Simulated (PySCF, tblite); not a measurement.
# C2H9NSi, a small molecule taken as a stand-in for a surface group (silyl): NMR shifts, core binding energies and electronic excitations

Aim: the NMR shifts, core binding energies and electronic excitations of `CN(C)[SiH3]`.

Programs: tblite 0.8.0 and PySCF 2.14.0. All values are calculated, for the isolated system unless a continuum is named. Atoms count from 0, parts from 1.

## 1. The system as given

13 atoms, charge 0, multiplicity 1; geometry: distance geometry start.

## 2. Relaxing the cluster with GFN2-xTB

What the job is given:

```
{"job": {"kind": "relax", "xc": "GFN2-xTB", "basis": "xTB"}, "charge": 0, "multiplicity": 1}
Si    -1.755731    -0.013173     0.543201
N     -0.186275     0.845105     0.202626
C      0.736006     0.188458    -0.712053
C     -0.274651     2.271701     0.092473
H     -1.927895    -1.006347    -0.452725
H     -1.676435    -0.614506     1.823931
H     -2.811415     0.896843     0.484245
H      0.208768    -0.037171    -1.577214
H      1.513352     0.850361    -0.946301
H      1.117609    -0.652108    -0.251788
H     -0.526423     2.669621     1.035512
H      0.640537     2.667566    -0.215379
H     -1.009568     2.529341    -0.599033
```

Level: GFN2-xTB geometry optimisation, gas phase.

Run with:

```
$ OMP_NUM_THREADS=1 python cluster_run.py task.json out
```

The driver reads the jobs from task.json and runs them one after another.

Standard output:

```text
step      E/eV     max force
  0    -367.72721    2.871
  1    -368.13916    0.827
  2    -368.18677    0.394
  3    -368.20037    0.296
  4    -368.21574    0.221
  5    -368.22106    0.293
  6    -368.23092    0.372
  7    -368.23898    0.330
  8    -368.24576    0.211
  9    -368.25015    0.180
 10    -368.25528    0.179
 11    -368.26309    0.257
 12    -368.27271    0.267
 13    -368.28051    0.228
 14    -368.28629    0.189
 15    -368.29108    0.164
 16    -368.29433    0.144
 17    -368.29685    0.119
 18    -368.29857    0.105
 19    -368.30001    0.121
 20    -368.30158    0.106
 21    -368.30325    0.131
 22    -368.30460    0.111
 23    -368.30565    0.075
 24    -368.30689    0.098
 25    -368.30870    0.125
 26    -368.31105    0.130
 27    -368.31372    0.144
 28    -368.31681    0.153
 29    -368.32088    0.161
 30    -368.32621    0.207
 31    -368.33205    0.212
 32    -368.33764    0.209
 33    -368.33930    0.300
 34    -368.34525    0.185
 35    -368.35073    0.181
 36    -368.36700    0.210
 37    -368.37401    0.600
 38    -368.38456    0.262
 39    -368.39212    0.219
 40    -368.39702    0.488
 41    -368.40658    0.198
 42    -368.41076    0.153
 43    -368.41521    0.266
 44    -368.41853    0.211
 45    -368.42344    0.132
 46    -368.42557    0.139
 47    -368.42983    0.180
 48    -368.43337    0.205
 49    -368.43708    0.153
 50    -368.43899    0.206
 51    -368.44174    0.122
 52    -368.44338    0.096
 53    -368.44592    0.109
 54    -368.44811    0.127
 55    -368.44986    0.114
 56    -368.45137    0.102
 57    -368.45271    0.081
 58    -368.45397    0.106
 59    -368.45514    0.108
 60    -368.45663    0.082
 61    -368.45706    0.051
 62    -368.45737    0.042
 63    -368.45790    0.044
 64    -368.45839    0.048
 65    -368.45872    0.036
 66    -368.45886    0.029
 67    -368.45894    0.032
 68    -368.45908    0.035
 69    -368.45930    0.039
 70    -368.45959    0.044
 71    -368.45984    0.037
 72    -368.46001    0.036
 73    -368.46018    0.037
 74    -368.46039    0.040
 75    -368.46064    0.040
 76    -368.46090    0.041
 77    -368.46118    0.043
 78    -368.46159    0.066
 79    -368.46225    0.088
 80    -368.46309    0.077
 81    -368.46383    0.078
 82    -368.46438    0.073
 83    -368.46485    0.073
 84    -368.46537    0.092
 85    -368.46602    0.088
 86    -368.46668    0.061
 87    -368.46712    0.029
 88    -368.46724    0.025
 89    -368.46733    0.022
 90    -368.46738    0.015
 91    -368.46742    0.014
 92    -368.46746    0.011
 93    -368.46748    0.012
 94    -368.46751    0.013
 95    -368.46753    0.014
 96    -368.46756    0.012
 97    -368.46759    0.014
 98    -368.46762    0.019
 99    -368.46767    0.024
100    -368.46774    0.030
101    -368.46784    0.037
102    -368.46795    0.042
103    -368.46805    0.033
104    -368.46812    0.015
105    -368.46815    0.014
106    -368.46817    0.012
107    -368.46819    0.015
108    -368.46822    0.015
109    -368.46826    0.018
110    -368.46830    0.021
111    -368.46834    0.021
112    -368.46837    0.016
113    -368.46840    0.014
114    -368.46842    0.012
115    -368.46844    0.010
116    -368.46844    0.010
117    -368.46845    0.008
```

Run time: 2 s. Hardware: 1 thread of Intel Xeon Platinum 8259CL at 2.50GHz, shared host.

Along the way:

| step | energy from step 0 (eV) | largest force (eV/Å) |
| --- | --- | --- |
| 0 | 0.0000 | 2.8705 |
| 4 | -0.4885 | 0.2209 |
| 8 | -0.5186 | 0.2102 |
| 12 | -0.5455 | 0.2671 |
| 16 | -0.5671 | 0.1432 |
| 20 | -0.5744 | 0.1063 |
| 24 | -0.5797 | 0.0979 |
| 28 | -0.5896 | 0.1532 |
| 32 | -0.6104 | 0.2090 |
| 36 | -0.6398 | 0.2100 |
| 40 | -0.6698 | 0.4885 |
| 44 | -0.6913 | 0.2103 |
| 48 | -0.7062 | 0.2058 |
| 52 | -0.7162 | 0.0960 |
| 56 | -0.7242 | 0.1018 |
| 60 | -0.7294 | 0.0816 |
| 64 | -0.7312 | 0.0489 |
| 68 | -0.7319 | 0.0353 |
| 72 | -0.7328 | 0.0365 |
| 76 | -0.7337 | 0.0408 |
| 80 | -0.7359 | 0.0764 |
| 84 | -0.7382 | 0.0921 |
| 88 | -0.7400 | 0.0249 |
| 92 | -0.7403 | 0.0110 |
| 96 | -0.7403 | 0.0116 |
| 100 | -0.7405 | 0.0303 |
| 104 | -0.7409 | 0.0155 |
| 108 | -0.7410 | 0.0149 |
| 112 | -0.7412 | 0.0164 |
| 116 | -0.7412 | 0.0105 |
| 117 | -0.7412 | 0.0079 |

Distances of close pairs at the start and the end, largest changes first:

| bond | before (Å) | after (Å) | change (Å) |
| --- | --- | --- | --- |
| Si0–N1 | 1.821 | 1.719 | -0.102 |
| Si0–H6 | 1.395 | 1.462 | +0.067 |
| Si0–H5 | 1.417 | 1.475 | +0.058 |
| C2–H7 | 1.038 | 1.094 | +0.056 |
| C2–H9 | 1.032 | 1.087 | +0.055 |
| C3–H11 | 1.044 | 1.098 | +0.054 |
| C3–H12 | 1.041 | 1.094 | +0.053 |
| C2–H8 | 1.047 | 1.098 | +0.050 |

## 3. Relaxing the molecule at PBE0-D3(BJ)/def2-SVP

What the job is given:

```
{"job": {"xc": "PBE0", "basis": "def2-SVP", "d3": "d3bj", "grid": 2, "kind": "geom", "shake": 0.01}, "charge": 0, "multiplicity": 1}
Si    -1.132728    -0.884772     0.814095
N     -0.093516     0.035567    -0.198554
C      1.021270    -0.584330    -0.847269
C      0.138563     1.457776    -0.015273
H     -1.394989    -2.116717     0.080527
H     -0.653229    -1.172422     2.156987
H     -2.340452    -0.031269     0.937566
H      1.251892    -0.090734    -1.804765
H      1.950172    -0.501487    -0.210732
H      0.828499    -1.636000    -1.005351
H     -0.799124     1.893375     0.427112
H      0.957938     1.671743     0.659535
H      0.275915     1.941896    -0.986476
```

Standard output:

```text
step   0  E = -425.39120033  max force = 0.043984
step   1  E = -425.39651672  max force = 0.010027
step   2  E = -425.39673778  max force = 0.001038
step   3  E = -425.39674923  max force = 0.000839
step   4  E = -425.39675710  max force = 0.000155
optimisation converged
```

Wall time 33 s (1 thread of Intel Xeon Platinum 8259CL at 2.50GHz, shared host); peak memory 0.58 GiB.

Step by step:

```
step  energy from step 0 (eV)  largest force component (eV/Å)
   0                   0.0000                          2.2617
   1                  -0.1447                          0.5156
   2                  -0.1507                          0.0534
   3                  -0.1510                          0.0431
   4                  -0.1512                          0.0080
```

Distances of close pairs at the start and the end, largest changes first:

```csv
bond,before (Å),after (Å),change (Å)
Si0–H5,1.455,1.505,+0.051
Si0–H4,1.458,1.495,+0.037
C3–H11,1.083,1.110,+0.027
C3–H10,1.125,1.101,-0.024
C2–H9,1.081,1.101,+0.020
C2–H8,1.129,1.110,-0.019
Si0–N1,1.718,1.735,+0.017
C3–H12,1.094,1.106,+0.012
```

The end geometry stands in the next job.

| at the end point | value |
| --- | --- |
| point group (found at 0.08 Å tolerance) | Cs |
| rotational constants (GHz, main isotopes) | 8.417, 4.408, 3.123 |
| dipole moment (D) | 0.95 |

## 4. NMR shieldings: PBE0/pcSseg-2

What the job is given:

```
{"job": {"kind": "nmr", "xc": "PBE0", "basis": "pcSseg-2"}, "charge": 0, "multiplicity": 1}
Si    -1.164782    -0.871375     0.787765
N     -0.047056     0.038519    -0.178715
C      1.069664    -0.601914    -0.825230
C      0.110172     1.458710     0.003209
H     -1.447457    -2.157561     0.081017
H     -0.691327    -1.221668     2.172952
H     -2.410241    -0.059227     0.938338
H      1.269789    -0.139974    -1.810094
H      2.008992    -0.537697    -0.237663
H      0.859500    -1.668262    -1.000012
H     -0.799034     1.898307     0.440934
H      0.961096     1.721402     0.665315
H      0.285281     1.961073    -0.966567
```

Method: GIAO PBE0/pcSseg-2 NMR shielding, non-relativistic, gas phase.

Standard output:

```text
coarse grid: 10440 points
cycle   1  E = -425.6149683240  dE =  6.169e-02  |g| = 3.313e-01  |ddm| = 2.319e+00
cycle   2  E = -425.5942536803  dE =  2.071e-02  |g| = 4.461e-01  |ddm| = 6.073e-01
cycle   3  E = -425.6400312514  dE = -4.578e-02  |g| = 6.407e-02  |ddm| = 3.783e-01
cycle   4  E = -425.6407316556  dE = -7.004e-04  |g| = 2.106e-02  |ddm| = 4.186e-02
cycle   5  E = -425.6408219485  dE = -9.029e-05  |g| = 5.311e-03  |ddm| = 1.375e-02
cycle   6  E = -425.6408276366  dE = -5.688e-06  |g| = 6.157e-04  |ddm| = 3.535e-03
final grid: 93688 points
cycle   7  E = -425.6473338156  dE = -6.416e-05  |g| = 6.633e-03  |ddm| = 3.520e-02
cycle   8  E = -425.6473265865  dE =  7.229e-06  |g| = 8.545e-03  |ddm| = 1.015e-02
cycle   9  E = -425.6473443611  dE = -1.777e-05  |g| = 1.066e-03  |ddm| = 6.293e-03
cycle  10  E = -425.6473445741  dE = -2.130e-07  |g| = 2.659e-04  |ddm| = 7.290e-04
cycle  11  E = -425.6473445876  dE = -1.355e-08  |g| = 3.756e-05  |ddm| = 1.522e-04
cycle  12  E = -425.6473445879  dE = -2.524e-10  |g| = 7.478e-06  |ddm| = 3.552e-05
converged SCF energy = -425.6473445879

GIAO shielding tensors (ppm)
atom      isotropic    diamagn.    paramagn.     s11        s22        s33       span
  0 Si     383.994     878.157    -494.162    323.249    352.399    476.335    153.086
  1 N      254.243     321.744     -67.501    223.802    264.964    273.963     50.161
  2 C      142.226     240.152     -97.926    119.412    123.426    183.841     64.429
  3 C      142.140     240.185     -98.046    119.467    123.136    183.816     64.348
  4 H       26.587      29.381      -2.794     23.521     25.055     31.184      7.664
  5 H       26.433      28.941      -2.508     23.385     24.153     31.761      8.376
  6 H       26.590      29.398      -2.808     23.530     25.070     31.170      7.641
  7 H       28.807      29.252      -0.444     24.706     26.563     35.153     10.447
  8 H       28.828      29.305      -0.477     24.738     26.642     35.103     10.365
  9 H       28.501      29.727      -1.226     24.272     27.019     34.212      9.940
 10 H       28.499      29.774      -1.276     24.264     27.036     34.197      9.933
 11 H       28.830      29.336      -0.507     24.748     26.636     35.104     10.356
 12 H       28.800      29.272      -0.471     24.687     26.561     35.152     10.465
```

It took 53 s on 1 thread of Intel Xeon Platinum 8259CL at 2.50GHz, shared host; peak memory 1 GiB.

The references, computed at this level on geometries of the same kind, shield at (ppm): 1H TMS 31.25, 13C TMS 184.1, 29Si TMS 341.3, 15N NH3 261.7. Their shielding less the atom's gives the shift. The references are single molecules in the gas phase, so shifts against H2O, NH3, PH3, H3PO4 or CFCl3 are not on the usual liquid scales and can be off by tens of ppm. Atoms listed in one row are averaged.

| atoms | environment | σ (ppm) | δ (ppm) |
| --- | --- | --- | --- |
| C2, C3 | carbon bonded to N, 3 H | 142.2 | 41.9 |
| H5 | hydrogen on a silicon bonded to N | 26.43 | 4.81 |
| H4, H6 | hydrogen on a silicon bonded to N | 26.59 | 4.66 |
| H9, H10 | hydrogen on a carbon bonded to N | 28.50 | 2.75 |
| H7, H12 | hydrogen on a carbon bonded to N | 28.80 | 2.44 |
| H8, H11 | hydrogen on a carbon bonded to N | 28.83 | 2.42 |
| Si0 | silicon bonded to N, 3 H | 384.0 | -42.7 |
| N1 | nitrogen bonded to 2 C, Si | 254.2 | 7.4 |

The run also stored atomic charges by several schemes (e):

```csv
atoms,Mulliken,IAO,Hirshfeld,ESP fit
Si0,0.68,0.74,0.34,0.33
N1,-0.57,-0.51,-0.19,-0.03
"C2, C3",0.09,-0.30,-0.08,-0.48
```

Mayer bond orders: Si0–N1 0.98, N1–C2 0.96, N1–C3 0.96.

The fields below are evaluated on a grid from the run's orbitals.

Frontier orbitals at PBE0/pcSseg-2, with the share of their density that lies nearest to each atom:

```
orbital  energy (eV)                                                        lies on
   HOMO        -6.38                            N1 59 %; H5, H8, H11 about 7 % each
   LUMO         0.31  H4, H5, H6 about 12 % each; 4 H atoms about 9 % each; Si0 7 %
```

ELF in a plane through or near 6 of the atoms.

Ten even steps from '0' (0.00) to '9' (1.00):
```
0000000000000000000000000000
0000000000000000000000000000
0000000000000000000000000000
0000000000003686200000000000
0000000100007999510000000000
0000268982008999631100000000
0000689997104899545431000000
0000479998410251727752000000
0000247751124587456541000000
0000012048238647521100000000
0000012137328637521100000000
0000247752124587456541000000
0000479998400251637762000000
0000589997105999545431000000
0000258982008999631110000000
0000000100007999510000000000
0000000000003676200000000000
0000000000000000000000000000
0000000000000000000000000000
0000000000000000000000000000
```
The map spans 9.5 Å across and 9.4 Å up, centred on the molecule. Atoms in the plane (x, y in Å): Si0 (-1.6, 0.0), N1 (0.1, 0.0), C2 (0.8, -1.2), C3 (0.8, 1.2), H9 (0.2, -2.1), H10 (0.2, 2.1).

On the surface of density 0.002 e/bohr³ the electrostatic potential runs, from the 1st to the 99th percentile, from -0.72 V near N1 to 0.84 V near H10.

## 5. Core holes by ΔSCF: SCAN, X2C

The job, as its differences from that of step 4:

```diff
@@ -1,2 +1,2 @@
-{"job": {"kind": "nmr", "xc": "PBE0", "basis": "pcSseg-2"}, "charge": 0, "multiplicity": 1}
+{"job": {"kind": "xps", "holes": 5}, "charge": 0, "multiplicity": 1}
 Si    -1.164782    -0.871375     0.787765
```

Method: delta-SCF UKS SCAN, pcX-2 on the ionised atom, pcseg-1 elsewhere, spin-free X2C.

Standard output:

```text
ground state, core basis on atom 0 (Si), 147 functions
  cycle   1  E = -426.43380182  |g| = 4.16e-01
  cycle   2  E = -426.36208147  |g| = 6.70e-01
  cycle   3  E = -426.47631543  |g| = 9.27e-02
  cycle   4  E = -426.47812892  |g| = 3.34e-02
  cycle   5  E = -426.47838394  |g| = 7.67e-03
  cycle   6  E = -426.47839924  |g| = 1.17e-03
  cycle   7  E = -426.47839976  |g| = 5.56e-04
  cycle   8  E = -426.47839987  |g| = 9.04e-05
  E(ground) = -426.47585111 Eh
hole in Si 2p of atom 0
  cycle   1  E = -422.21453540  |g| = 1.23e+00
  cycle   2  E = -422.11769378  |g| = 1.07e+00
  cycle   3  E = -422.48337603  |g| = 3.12e-01
  cycle   4  E = -422.52384773  |g| = 1.58e-01
  cycle   5  E = -422.53475199  |g| = 4.47e-02
  cycle   6  E = -422.53575425  |g| = 1.01e-02
  cycle   7  E = -422.53579736  |g| = 3.49e-03
  cycle   8  E = -422.53580428  |g| = 6.44e-04
  cycle   9  E = -422.53580472  |g| = 1.40e-04
  E(ion) = -422.54471611 Eh   <S^2> = 0.7519   hole on atom = 1.003   binding energy = 106.972 eV
  2p3/2 = 106.784 eV   2p1/2 = 107.408 eV
ground state, core basis on atom 1 (N), 136 functions
  cycle   1  E = -426.39574319  |g| = 7.70e-02
  cycle   2  E = -426.39574646  |g| = 2.93e-02
  cycle   3  E = -426.39576332  |g| = 3.04e-02
  cycle   4  E = -426.39593989  |g| = 6.77e-03
  cycle   5  E = -426.39595458  |g| = 5.19e-04
  cycle   6  E = -426.39595416  |g| = 1.26e-04
  E(ground) = -426.43270459 Eh
hole in N 1s of atom 1
  cycle   1  E = -410.82187325  |g| = 1.87e+00
  cycle   2  E = -409.97398136  |g| = 2.21e+00
  cycle   3  E = -411.47522152  |g| = 4.19e-01
  cycle   4  E = -411.53454570  |g| = 9.03e-02
  cycle   5  E = -411.53784578  |g| = 1.73e-02
  cycle   6  E = -411.53798618  |g| = 7.31e-03
  cycle   7  E = -411.53801383  |g| = 2.04e-03
  cycle   8  E = -411.53801818  |g| = 8.54e-04
  cycle   9  E = -411.53801744  |g| = 2.16e-04
  E(ion) = -411.57385494 Eh   <S^2> = 0.7660   hole on atom = 1.000   binding energy = 404.330 eV
ground state, core basis on atom 2 (C), 136 functions
  cycle   1  E = -426.38077829  |g| = 5.61e-02
  cycle   2  E = -426.38078009  |g| = 9.89e-03
  cycle   3  E = -426.38075634  |g| = 1.39e-02
  cycle   4  E = -426.38080208  |g| = 1.88e-03
  cycle   5  E = -426.38080524  |g| = 4.65e-04
  E(ground) = -426.41899980 Eh
hole in C 1s of atom 2
  cycle   1  E = -415.11275250  |g| = 1.50e+00
  cycle   2  E = -414.39607634  |g| = 1.85e+00
  cycle   3  E = -415.62519061  |g| = 3.25e-01
  cycle   4  E = -415.66515521  |g| = 8.35e-02
  cycle   5  E = -415.66780605  |g| = 3.58e-02
  cycle   6  E = -415.66839939  |g| = 8.30e-03
  cycle   7  E = -415.66844433  |g| = 3.77e-03
  cycle   8  E = -415.66845296  |g| = 2.13e-03
  cycle   9  E = -415.66845579  |g| = 1.56e-03
  cycle  10  E = -415.66845855  |g| = 2.59e-04
  E(ion) = -415.70529376 Eh   <S^2> = 0.7704   hole on atom = 1.000   binding energy = 291.535 eV
```

It took 20 s on 1 thread of Intel Xeon Platinum 8259CL at 2.50GHz, shared host; peak memory 0.51 GiB.

The holes in one table. −ε is the ground-state orbital energy:

| hole | stands for | environment | ΔSCF (eV; 2p as the shell's mean) | −ε (eV) | ⟨S²⟩ |
| --- | --- | --- | --- | --- | --- |
| Si2p on Si0 | Si0 | silicon bonded to N, 3 H | 106.99 | 96.1 | 0.752 |
| N1s on N1 | N1 | nitrogen bonded to 2 C, Si | 404.33 | 385.7 | 0.766 |
| C1s on C2 | C2, C3 | carbon bonded to N, 3 H | 291.53 | 274.3 | 0.770 |

Each hole run stands for the others of its class of like atoms.

With the spin-orbit splitting: Si0 2p3/2 106.78, 2p1/2 107.41 eV. The table gives each 2p level as the mean over the whole 2p shell (two parts 2p3/2, one part 2p1/2), which differs a little from the single hole in the log.

## 6. Ultraviolet spectrum: CAM-B3LYP/def2-SVPD

The job, as its differences from that of step 5:

```diff
@@ -1,2 +1,2 @@
-{"job": {"kind": "xps", "holes": 5}, "charge": 0, "multiplicity": 1}
+{"job": {"kind": "uv", "xc": "CAM-B3LYP", "basis": "def2-SVPD", "nstates": 6, "ntriplets": 2, "ip": true}, "charge": 0, "multiplicity": 1}
 Si    -1.164782    -0.871375     0.787765
```

With the program's defaults for keys left out, this is: TDDFT CAM-B3LYP/def2-SVPD, vertical, gas phase, core orbitals frozen in the response.

Standard output:

```text
coarse grid: 10440 points
cycle   1  E = -425.5370960919  dE =  1.100e-01  |g| = 2.787e-01  |ddm| = 4.394e+00
cycle   2  E = -425.5383259728  dE = -1.230e-03  |g| = 2.920e-01  |ddm| = 7.041e-01
cycle   3  E = -425.5566875477  dE = -1.836e-02  |g| = 4.174e-02  |ddm| = 3.413e-01
cycle   4  E = -425.5570798495  dE = -3.923e-04  |g| = 9.188e-03  |ddm| = 6.649e-02
cycle   5  E = -425.5571003618  dE = -2.051e-05  |g| = 2.743e-03  |ddm| = 1.985e-02
cycle   6  E = -425.5571022241  dE = -1.862e-06  |g| = 4.389e-04  |ddm| = 4.608e-03
final grid: 93688 points
cycle   7  E = -425.6161587265  dE = -1.658e-05  |g| = 2.688e-03  |ddm| = 4.222e-02
cycle   8  E = -425.6161589271  dE = -2.006e-07  |g| = 2.581e-03  |ddm| = 8.196e-03
cycle   9  E = -425.6161605869  dE = -1.660e-06  |g| = 3.225e-04  |ddm| = 3.003e-03
cycle  10  E = -425.6161606059  dE = -1.895e-08  |g| = 1.191e-04  |ddm| = 4.108e-04
cycle  11  E = -425.6161606090  dE = -3.058e-09  |g| = 1.447e-05  |ddm| = 2.024e-04
cycle  12  E = -425.6161606090  dE = -6.605e-11  |g| = 2.592e-06  |ddm| = 2.987e-05
converged SCF energy = -425.6161606090

Static polarisability (au): isotropic 62.881, principal 56.037 63.344 69.261

Singlet excitations
state   eV       nm        f      main configurations
  1   5.6789    218.3   0.01078   H->L 0.85, H->L+1 0.11
  2   6.5120    190.4   0.04681   H->L+1 0.69, H->L+3 0.14, H->L 0.13
  3   6.6395    186.7   0.00166   H->L+2 0.78, H->L+4 0.18
  4   7.1076    174.4   0.00459   H->L+3 0.81, H->L+1 0.14
  5   7.2309    171.5   0.02955   H->L+5 0.95
  6   7.3170    169.4   0.00018   H->L+4 0.80, H->L+2 0.18

Triplet excitations (Tamm-Dancoff, eV): 5.4977 6.2010
Vertical ionisation energy (delta-SCF) = 8.4290 eV
```

Wall time 28 s (1 thread of Intel Xeon Platinum 8259CL at 2.50GHz, shared host); peak memory 0.81 GiB.

The orbitals next to the gap, with their largest atomic shares:

| orbital | eV | atoms |
| --- | --- | --- |
| HOMO−3 | -11.36 | N1 29 %, Si0 16 %, C2 13 % |
| HOMO−2 | -10.95 | Si0 38 %, H5 24 %, H4 11 % |
| HOMO−1 | -10.90 | Si0 38 %, H6 24 %, H4 24 % |
| HOMO | -7.71 | N1 54 %, C3 8 %, C2 8 % |
| LUMO | 1.14 | Si0 28 %, C2 14 %, C3 14 % |
| LUMO+1 | 1.65 | Si0 49 %, H5 14 %, H4 13 % |
| LUMO+2 | 2.06 | Si0 19 %, C3 13 %, C2 13 % |

With each of the 6 states as a Gaussian band of 0.4 eV half-width at 1/e, the curve within the window shown has maxima at 190 nm (ε 2,000), 174 nm (ε 1,500) L/(mol cm). Beyond the last state computed it falls off for lack of states. The curve at chosen wavelengths:

(nm, ε (L/mol/cm)): (163, 513), (166, 905), (169, 1266), (173, 1493), (176, 1496), (179, 1508), (182, 1630), (186, 1906), (189, 2034), (192, 1979), (195, 1740), (199, 1274), (202, 944), (205, 702), (208, 560), (212, 489), (215, 476), (218, 465), (221, 438), (225, 374), (228, 310), (231, 243), (234, 181), (238, 113), (241, 76), (244, 49)

Further results of this job:

```csv
property,computed
dipole moment (D),0.90
polarisability (Å³),9.32
HOMO–LUMO gap (eV),8.85
−ε(HOMO) (eV),7.71
```

## 7. Results

| quantity | value |
| --- | --- |
| point group | Cs |
| rotational constants (main isotopes) | 8.42, 4.41, 3.12 GHz |
| 13C shifts against TMS (PBE0/pcSseg-2, means over atoms taken as alike) | 41.9 ppm |
| 1H shifts against TMS (PBE0/pcSseg-2, means over atoms taken as alike) | 4.81, 4.66, 2.75, 2.44, 2.42 ppm |
| 29Si shifts against TMS (PBE0/pcSseg-2) | -42.7 ppm |
| 15N shifts against NH3 (PBE0/pcSseg-2) | 7.4 ppm |
| surface potential, 1st and 99th percentile | -0.72 V and 0.84 V |
| Si2p binding energies, SCAN/pcX-2 | Si0 106.99 eV |
| N1s binding energies, SCAN/pcX-2 | N1 404.33 eV |
| C1s binding energies, SCAN/pcX-2 | C2 291.53 eV |
| lowest singlet (CAM-B3LYP/def2-SVPD) | 5.68 eV (218 nm), f = 0.011 |
| brightest single state of those computed | state 2, 6.51 eV, f = 0.047 |
| lowest triplet | 5.50 eV |
| vertical ionisation energy (ΔSCF) | 8.43 eV |

In words: Relaxing lowered the energy by 0.151 eV in 4 steps; the close pair that moved most is Si0–H5, from 1.455 to 1.505 Å (PBE0/def2-SVP). At PBE0/pcSseg-2: The largest span, 153 ppm, is at Si0, where the paramagnetic term is -494 ppm. The lowest singlet, at 5.68 eV, is HOMO→LUMO 0.85, HOMO→LUMO+1 0.11 and is weak; of the 6 states computed, the strongest absorption comes from state 2 at 6.51 eV. The lowest triplet lies 0.18 eV below the lowest singlet (triplets in Tamm-Dancoff, singlets in full TDDFT). ΔSCF puts the ionisation energy at 8.43 eV, 0.72 eV above −ε(HOMO). A capped cluster stands for the solid here, so long-range fields and strain are missing, and bands or shifts of the capping hydrogens have no counterpart in it.
